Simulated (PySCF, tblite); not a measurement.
# C₈H₇BF₂O: excited states

Aim: compute the excited states of C₈H₇BF₂O (`Cc1ccc(B(F)F)c(=O)cc1`).

Computed with tblite 0.8.0 and PySCF 2.14.0 and routines of our own; the level stands in each step. Atoms count from 0.

## 1. The starting structure

19 atoms, charge 0, multiplicity 1; geometry from: force field or distance geometry start.

## 2. Relaxing the molecule with GFN2-xTB

The job: settings as JSON, then the geometry in Å.

```
{"job": {"kind": "relax", "xc": "GFN2-xTB", "basis": "xTB"}, "charge": 0, "multiplicity": 1}
C     -2.956200    -0.160800     0.105900
C     -1.471300     0.029300     0.056300
C     -0.682700    -1.136100     0.004400
C      0.689200    -1.266000    -0.055800
C      1.700900    -0.302900    -0.041500
B      3.186000    -0.888800    -0.073900
F      3.422700    -2.313300    -0.079300
F      4.354300    -0.015600    -0.074800
C      1.529600     1.098000    -0.044300
O      2.550400     1.830600    -0.057200
C      0.312000     1.795300    -0.034600
C     -0.996600     1.331200     0.017100
H     -3.465300     0.681800     0.652400
H     -3.355000    -0.206200    -0.932600
H     -3.246600    -1.083200     0.643100
H     -1.236700    -2.071500     0.008000
H      1.000800    -2.309700    -0.074800
H      0.396700     2.874300    -0.053100
H     -1.742100     2.122900     0.027400
```

Started as:

```console
$ OMP_NUM_THREADS=1 python excited_run.py task.json out
```

The driver reads the jobs from task.json and runs them one after another.

The log of the run:

```text
step      E/eV     max force
  0    -964.95730    4.043
  1    -965.61143    2.618
  2    -965.84059    1.358
  3    -965.89167    0.935
  4    -965.91800    0.414
  5    -965.92954    0.236
  6    -965.93340    0.161
  7    -965.93543    0.099
  8    -965.93649    0.102
  9    -965.93824    0.107
 10    -965.93980    0.098
 11    -965.94096    0.072
 12    -965.94182    0.073
 13    -965.94271    0.083
 14    -965.94379    0.086
 15    -965.94490    0.085
 16    -965.94569    0.065
 17    -965.94610    0.043
 18    -965.94634    0.045
 19    -965.94656    0.042
 20    -965.94676    0.032
 21    -965.94690    0.031
 22    -965.94699    0.032
 23    -965.94710    0.036
 24    -965.94726    0.040
 25    -965.94751    0.040
 26    -965.94779    0.041
 27    -965.94807    0.042
 28    -965.94834    0.053
 29    -965.94863    0.056
 30    -965.94892    0.049
 31    -965.94918    0.050
 32    -965.94947    0.053
 33    -965.94988    0.062
 34    -965.95044    0.078
 35    -965.95113    0.079
 36    -965.95184    0.067
 37    -965.95252    0.063
 38    -965.95325    0.063
 39    -965.95423    0.070
 40    -965.95550    0.082
 41    -965.95640    0.144
 42    -965.95614    0.205
 43    -965.95892    0.119
 44    -965.96000    0.098
 45    -965.96170    0.112
 46    -965.96307    0.111
 47    -965.96426    0.106
 48    -965.96509    0.066
 49    -965.96558    0.050
 50    -965.96598    0.046
 51    -965.96668    0.037
 52    -965.96706    0.034
 53    -965.96732    0.032
 54    -965.96752    0.034
 55    -965.96785    0.039
 56    -965.96841    0.079
 57    -965.96938    0.129
 58    -965.97082    0.165
 59    -965.97250    0.157
 60    -965.96851    0.369
 61    -965.97472    0.087
 62    -965.97564    0.066
 63    -965.97812    0.330
 64    -965.98012    0.098
 65    -965.98188    0.095
 66    -965.98614    0.430
 67    -965.98882    0.156
 68    -965.99021    0.076
 69    -965.99102    0.185
 70    -965.99185    0.089
 71    -965.99311    0.056
 72    -965.99423    0.073
 73    -965.99500    0.059
 74    -965.99559    0.058
 75    -965.99619    0.062
 76    -965.99694    0.067
 77    -965.99766    0.068
 78    -965.99844    0.072
 79    -965.99908    0.059
 80    -965.99962    0.061
 81    -966.00012    0.067
 82    -966.00061    0.060
 83    -966.00105    0.053
 84    -966.00143    0.059
 85    -966.00178    0.052
 86    -966.00211    0.043
 87    -966.00240    0.045
 88    -966.00278    0.050
 89    -966.00329    0.050
 90    -966.00386    0.058
 91    -966.00443    0.057
 92    -966.00496    0.046
 93    -966.00549    0.049
 94    -966.00581    0.067
 95    -966.00617    0.061
 96    -966.00643    0.045
 97    -966.00671    0.028
 98    -966.00687    0.025
 99    -966.00708    0.028
100    -966.00720    0.038
101    -966.00734    0.040
102    -966.00754    0.034
103    -966.00784    0.038
104    -966.00819    0.037
105    -966.00853    0.043
106    -966.00882    0.044
107    -966.00914    0.044
108    -966.00952    0.064
109    -966.00986    0.075
110    -966.01022    0.063
111    -966.01058    0.050
112    -966.01124    0.057
113    -966.01159    0.049
114    -966.01214    0.047
115    -966.01259    0.051
116    -966.01320    0.063
117    -966.01401    0.063
118    -966.01448    0.088
119    -966.01487    0.113
120    -966.01540    0.054
121    -966.01565    0.037
122    -966.01594    0.033
123    -966.01620    0.031
124    -966.01630    0.039
125    -966.01643    0.021
126    -966.01655    0.028
127    -966.01666    0.023
128    -966.01675    0.018
129    -966.01679    0.012
130    -966.01681    0.008
```

Run time: 1.1 s. Hardware: 1 thread of Arm Neoverse V1, shared host.

Step by step: (not every step is listed)

```
step  energy from step 0 (eV)  largest force (eV/Å)
   0                   0.0000                4.0428
   1                  -0.6541                2.6182
   2                  -0.8833                1.3575
   3                  -0.9344                0.9347
   4                  -0.9607                0.4140
   5                  -0.9722                0.2363
   6                  -0.9761                0.1613
   7                  -0.9781                0.0990
   8                  -0.9792                0.1024
  19                  -0.9893                0.0424
  30                  -0.9916                0.0487
  41                  -0.9991                0.1436
  52                  -1.0098                0.0339
  63                  -1.0208                0.3304
  74                  -1.0383                0.0578
  85                  -1.0445                0.0517
  96                  -1.0491                0.0446
 107                  -1.0518                0.0442
 118                  -1.0572                0.0877
 125                  -1.0591                0.0213
 126                  -1.0593                0.0279
 127                  -1.0594                0.0233
 128                  -1.0594                0.0180
 129                  -1.0595                0.0121
 130                  -1.0595                0.0079
```

Close pairs (by a distance rule), those that changed most:

```
   bond  before (Å)  after (Å)  change (Å)
  B5–F7       1.459      1.312      -0.146
  B5–F6       1.444      1.325      -0.119
  C4–C8       1.411      1.477      +0.065
 C8–C10       1.403      1.467      +0.064
  C1–C2       1.408      1.361      -0.047
 C1–C11       1.386      1.432      +0.046
C10–C11       1.389      1.345      -0.044
  C8–O9       1.257      1.216      -0.040
```

The end geometry stands in the next job.

## 3. Vibrational analysis with GFN2-xTB

The job: settings as JSON, then the geometry in Å.

```
{"job": {"kind": "ir", "xc": "GFN2-xTB", "basis": "xTB"}, "charge": 0, "multiplicity": 1}
C     -2.939687    -0.107626     0.166820
C     -1.449019    -0.018917     0.045053
C     -0.693807    -1.144949     0.162618
C      0.704644    -1.284126    -0.021346
C      1.695879    -0.349042     0.026419
B      3.164478    -0.805940    -0.243207
F      3.477771    -2.090381    -0.325130
F      4.168213     0.002721    -0.489149
C      1.499967     1.069897     0.385844
O      2.330379     1.684652     1.027138
C      0.316357     1.744534    -0.158492
C     -0.939214     1.278626    -0.283326
H     -3.301657     0.637805     0.873361
H     -3.406197     0.096928    -0.796790
H     -3.255227    -1.091698     0.501583
H     -1.223585    -2.074379     0.332815
H      1.029909    -2.304749    -0.192339
H      0.504106     2.784061    -0.399634
H     -1.693112     1.981832    -0.619700
```

The log of the run:

```text
mode    cm-1     km/mol
  1      42.1      0.12
  2      52.9      3.41
  3      75.9      2.06
  4     111.5      1.60
  5     122.0      2.07
  6     202.1      3.78
  7     241.2      1.90
  8     272.3      4.27
  9     301.3      9.06
 10     322.7      1.08
 11     348.8      2.79
 12     407.2      2.22
 13     439.9     24.56
 14     486.2     33.01
 15     529.7     12.86
 16     592.5     11.16
 17     615.4     24.87
 18     671.1     20.71
 19     712.3     10.15
 20     743.2      1.10
 21     807.6     25.69
 22     842.9      2.68
 23     885.2      9.68
 24     918.2      3.99
 25     939.2      0.42
 26     966.3     13.82
 27    1006.9     14.19
 28    1023.2     11.39
 29    1124.2     19.44
 30    1195.0     52.31
 31    1206.8      6.54
 32    1236.6     70.73
 33    1252.7    466.93
 34    1298.2    458.84
 35    1338.3      7.40
 36    1358.1     10.11
 37    1398.6     19.04
 38    1406.9      2.73
 39    1470.0      7.33
 40    1475.3     29.53
 41    1529.5    244.44
 42    1595.2      8.88
 43    1635.4     15.66
 44    1689.5    456.70
 45    3005.3     13.99
 46    3024.2      6.56
 47    3035.0      3.34
 48    3036.0     20.82
 49    3052.5      7.22
 50    3056.0      4.41
 51    3058.2     40.04
```

Wall time 0.85 s (1 thread of Arm Neoverse V1, shared host).

The strongest bands and the atoms that carry them (share of the mass-weighted mode):

```
cm⁻¹  km/mol                               atoms
 486    33.0                    B5 44 %, O9 13 %
1195    52.3          C1 47 %, H15 13 %, C0 12 %
1237    70.7                  H17 57 %, H18 18 %
1253   466.9           B5 53 %, F6 14 %, C4 12 %
1298   458.8                    B5 67 %, F7 20 %
1530   244.4  C3 27 %, C2 21 %, C4 17 %, C1 16 %
1690   456.7                    C8 60 %, O9 37 %
3058    40.0                  H14 73 %, H15 17 %
```

## 4. Excited states: TDA CAM-B3LYP/def2-SVP

Settings changed since step 3:

```diff
@@ -1,2 +1,2 @@
-{"job": {"kind": "ir", "xc": "GFN2-xTB", "basis": "xTB"}, "charge": 0, "multiplicity": 1}
+{"job": {"kind": "states", "xc": "CAM-B3LYP", "basis": "def2-SVP", "tda": true, "soc": true, "nstates": 8, "ntriplets": 5, "nquad": 4}, "charge": 0, "multiplicity": 1}
 C     -2.939687    -0.107626     0.166820
```

With the program's defaults for keys left out, this is: TDA CAM-B3LYP/def2-SVP excited states, vertical, gas phase, spin-orbit mean-field couplings.

The log of the run:

```text
coarse grid: 17376 points
cycle   1  E = -607.8570127740  dE =  2.339e+00  |g| = 1.063e+00  |ddm| = 5.210e+00
cycle   2  E = -607.3207088587  dE =  5.363e-01  |g| = 1.965e+00  |ddm| = 3.379e+00
cycle   3  E = -608.0746675910  dE = -7.540e-01  |g| = 2.896e-01  |ddm| = 2.504e+00
cycle   4  E = -608.0908665892  dE = -1.620e-02  |g| = 1.018e-01  |ddm| = 4.129e-01
cycle   5  E = -608.0929175735  dE = -2.051e-03  |g| = 2.498e-02  |ddm| = 1.097e-01
cycle   6  E = -608.0931128741  dE = -1.953e-04  |g| = 9.913e-03  |ddm| = 3.787e-02
cycle   7  E = -608.0931646945  dE = -5.182e-05  |g| = 4.008e-03  |ddm| = 2.621e-02
cycle   8  E = -608.0931741220  dE = -9.428e-06  |g| = 1.786e-03  |ddm| = 1.050e-02
final grid: 172896 points
cycle   9  E = -608.2033471366  dE = -6.396e-05  |g| = 4.818e-03  |ddm| = 3.223e-02
cycle  10  E = -608.2033454303  dE =  1.706e-06  |g| = 5.798e-03  |ddm| = 1.227e-02
cycle  11  E = -608.2033536295  dE = -8.199e-06  |g| = 1.080e-03  |ddm| = 7.760e-03
cycle  12  E = -608.2033538787  dE = -2.492e-07  |g| = 3.054e-04  |ddm| = 1.348e-03
cycle  13  E = -608.2033539086  dE = -2.993e-08  |g| = 1.765e-04  |ddm| = 6.629e-04
cycle  14  E = -608.2033539195  dE = -1.087e-08  |g| = 4.402e-05  |ddm| = 2.475e-04
cycle  15  E = -608.2033539220  dE = -2.447e-09  |g| = 1.502e-05  |ddm| = 1.881e-04
cycle  16  E = -608.2033539222  dE = -2.294e-10  |g| = 6.553e-06  |ddm| = 6.001e-05
converged SCF energy = -608.2033539222

Singlet excitations
state   eV       nm        f     d(h-e)  d(exc)  Lambda  PR(NTO)  |dmu|/D   mu/D   main configurations
  1   4.0179   308.6   0.00023   1.162   2.619   0.462   1.022    2.263    3.695   H-1->L+1 0.83
  2   4.1887   296.0   0.00071   1.887   3.280   0.378   1.090    3.448    3.711   H-1->L 0.86
  3   4.4432   279.0   0.23262   0.483   3.094   0.785   1.112    1.305    6.131   H->L 0.92
  4   4.9427   250.8   0.04913   0.406   3.074   0.713   1.815    0.871    6.241   H->L+1 0.63, H-2->L 0.30
  5   6.2830   197.3   0.24028   0.124   3.103   0.687   1.419                     H-2->L 0.29, H-2->L+1 0.26, H-4->L 0.21
  6   6.4904   191.0   0.11811   0.270   3.017   0.659   1.825                     H-2->L+1 0.37, H-4->L 0.24, H-3->L 0.18
  7   6.7796   182.9   0.40548   0.121   3.054   0.648   1.869                     H-4->L 0.44, H-2->L 0.23, H->L+2 0.09
  8   6.9507   178.4   0.09275   0.475   2.951   0.485   2.601                     H-1->L+2 0.38, H-5->L 0.23, H-2->L+1 0.11

Triplet excitations (Tamm-Dancoff)
state   eV     d(h-e)  d(exc)  Lambda  PR(NTO)   main configurations
  1   2.5975   0.166   2.831   0.785   1.115   H->L 0.92
  2   3.4953   0.892   2.554   0.506   1.127   H-1->L+1 0.71, H->L+1 0.13
  3   3.5290   0.177   2.695   0.669   1.526   H->L+1 0.59, H-2->L 0.17, H-1->L+1 0.15
  4   3.9535   1.918   3.263   0.364   1.012   H-1->L 0.93
  5   4.3416   0.209   2.825   0.742   1.724   H-2->L 0.68, H->L+1 0.21
S1 - T1 = 1.4204 eV

Spin-orbit couplings |<S|Hso|T>| (cm-1)
             T1       T2       T3       T4       T5
S0        2.083   43.716   21.020   11.465    2.382
S1        5.622   10.607   17.742    6.173   14.718
S2       15.364    6.718   10.168    0.375    5.084
S3        0.409    3.375    1.545   20.015    6.561
S4        3.358   12.065    5.019    0.410    1.456
S5        3.316    6.246    1.632    6.652    3.039
S6        3.459    2.046    2.107    9.123    2.335
S7        3.358    8.489    4.767    6.072    2.085
S8        2.773    1.725    1.788    8.608    2.863
T1 sublevels (cm-1): 0.000 0.001 0.001   radiative rates (1/s): 0.867 0.227 0.0345
```

Run time: 64 s. Hardware: 1 thread of Arm Neoverse V1, shared host; peak memory 1 GiB.

From this job:

```
  quantity    value
S1 less T1  1.42 eV
```

## 5. Results

| quantity | value |
| --- | --- |
| strongest single infrared mode (GFN2-xTB) | 1253 cm⁻¹, 467 km/mol |
| zero-point energy (GFN2-xTB) | 83.1 kcal/mol |
| S1 less T1 (step 4, TDA CAM-B3LYP/def2-SVP) | 1.42 eV |

In words: No mode is imaginary among the 51: a minimum at this level. The strongest single mode, at 1253 cm⁻¹, moves mainly B5. Unscaled tight-binding wavenumbers are off by several per cent, some by more. Its intensities can rank the bands wrongly. In step 4, the number of triplets below S1 is 4, and the largest singlet-triplet spin-orbit coupling is S0–T2, 43.72 cm⁻¹.
